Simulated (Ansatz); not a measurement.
# ZrH₄S₄: vertical ionisation energy

One table from this session's results is given with a row withheld; the runs are named, their logs left out.

Method: unrestricted cation, the program's frozen cores in correlated methods; program: Ansatz 0.2.0, Gaussian basis.

The runs, in order: UKS PBE-D4/def2-TZVPP; UKS r2SCAN-D4/def2-TZVPP; UKS PBE0-D4/def2-TZVPP; UKS B3LYP-D4/def2-TZVPP; UKS wB97X-V/def2-TZVPP; UKS wB97M-V/def2-TZVPP; UKS B2PLYP/def2-TZVPP; UHF-CCSD(T)/def2-TZVPP; UHF-MP2/def2-QZVPP; extrapolation to the limit; then −ε(HOMO) from the neutral's earlier runs with LDA (SPW92), PBE-D4, revPBE-D4, BLYP-D4, r2SCAN-D4, B97M-V, PBE0-D4, B3LYP-D4, r2SCANh-D4, r2SCAN0-D4, HSE06-D4, BHLYP-D4, CAM-B3LYP-D4, LC-ωPBE, ωB97X-V, ωB97M-V.

## The relaxed structure

All runs share one geometry, relaxed beforehand with PBE0-D4 in a triple-zeta def2 set. Zr takes the def2 core potential; no spin-orbit term is included.

SMILES `[SH][Zr]([SH])([SH])[SH]`, 9 atoms, charge 0, spin multiplicity 1.

Atoms are counted from 1 here; the program's logs count them from 0.

Bond lengths: S1–Zr2 2.422 Å, S1–H6 1.351 Å, Zr2–S3 2.422 Å, Zr2–S4 2.422 Å, Zr2–S5 2.422 Å, S3–H7 1.351 Å, S4–H8 1.351 Å, S5–H9 1.351 Å. Angles: Zr2–S1–H6 88.5°, S1–Zr2–S3 109.0°, S1–Zr2–S4 109.0°, S1–Zr2–S5 110.4°, S3–Zr2–S4 110.4°, S3–Zr2–S5 109.0°, S4–Zr2–S5 109.0°, Zr2–S3–H7 88.5°, Zr2–S4–H8 88.5°, Zr2–S5–H9 88.5°.

The first run:

Input file in.yaml:

```yaml
crystal:
  periodic: [false, false, false]
  atoms:
    - {symbol: S, position_ang: [-0.594028, 1.119398, -2.063724]}
    - {symbol: Zr, position_ang: [-0.000253, -0.000056, 0.000597]}
    - {symbol: S, position_ang: [2.412843, -0.137952, 0.157839]}
    - {symbol: S, position_ang: [-0.973608, -2.218072, 0.004966]}
    - {symbol: S, position_ang: [-0.845557, 1.236439, 1.904138]}
    - {symbol: H, position_ang: [-1.851758, 1.249861, -1.589038]}
    - {symbol: H, position_ang: [2.385110, -1.085873, -0.803884]}
    - {symbol: H, position_ang: [-0.172914, -2.527903, 1.047601]}
    - {symbol: H, position_ang: [-0.359835, 2.364158, 1.341515]}
basis:
  gaussian: {orbitals: def2-TZVPP}
total_charge: 1
magnetization: {spin_polarized: true, initial_magnetization: 1}
hamiltonian: {xc: pbe, dispersion: d4}
```

Launch:

```
$ ansatz run in.yaml --threads 2 --pin off --events-out ev --progress --plain --max-ram 32768MiB --backend cuda --devices 0, --max-vram 18GiB
```

Steps of the session up to this table: Cation, UKS PBE-D4/def2-TZVPP; Cation, UKS r2SCAN-D4/def2-TZVPP; Cation, UKS PBE0-D4/def2-TZVPP; Cation, UKS B3LYP-D4/def2-TZVPP; Cation, UKS wB97X-V/def2-TZVPP; Cation, UKS wB97M-V/def2-TZVPP; Cation, UKS B2PLYP (frozen core)/def2-TZVPP; Cation, UHF-CCSD(T)/def2-TZVPP; Cation, UHF-MP2/def2-QZVPP.

One table of the session follows, with a row left open; its other results are not shown here.

For comparison, −ε(HOMO) of the neutral from earlier runs:

| functional | −ε(HOMO) (eV) |
| --- | --- |
| LDA (SPW92) | 6.85 |
| PBE-D4 | 6.71 |
| revPBE-D4 | 6.66 |
| BLYP-D4 | 6.52 |
| r2SCAN-D4 | 7.01 |
| B97M-V | 7.07 |
| PBE0-D4 | 7.89 |
| B3LYP-D4 | 7.63 |
| r2SCANh-D4 | 7.44 |
| r2SCAN0-D4 | 8.09 |
| HSE06-D4 | 7.49 |
| BHLYP-D4 | 8.90 |
| CAM-B3LYP-D4 | 9.16 |
| LC-ωPBE | 10.58 |
| ωB97X-V | 10.21 |
| ωB97M-V | ? |

Q: Estimate the row for ωB97M-V from the others.

As computed: −ε(HOMO) (eV): 10.02. In the column «−ε(HOMO) (eV)» it lies between CAM-B3LYP-D4 (9.16) and ωB97X-V (10.21).
